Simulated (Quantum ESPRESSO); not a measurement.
The system is CsTi.

```xyz
2
Lattice="0.0000 3.0096 3.0096 3.0096 0.0000 3.0096 3.0096 3.0096 0.0000" Properties=species:S:1:pos:R:3 pbc="T T T"
Cs    0.0000    0.0000    0.0000
Ti    3.0096    3.0096    3.0096
```

The cell was built by a generator and needn't be a form met in nature.

Base run:

| Quantity | Value |
| --- | --- |
| Program | Quantum ESPRESSO 7.5 |
| Functional | PBE |
| Potentials or basis | SSSP 1.3 efficiency PBE |
| Cutoff | 748 eV |
| Density cutoff | 5987 eV |
| k mesh | 8 × 8 × 8 |
| Occupations | fermi-dirac, width 0.05 eV |
| Spin | no spin polarisation |

Its results: band gap on the k mesh none (metal or under the smearing width); pressure 5.3 GPa.

Problem. The run is repeated on the same cell with these changes: functional from PBE to BLYP; dispersion from none to D3(BJ). What comes out?

Solution. Band gap on the k mesh none (metal or under the smearing width); pressure 2.9 GPa.

Several settings changed at once, so the effect can't be laid on one alone.

Caveats: the potentials were made for another functional, which shifts forces and pressure (some runs); pairwise dispersion overbinds metals, which lowers pressure and volume (some runs).
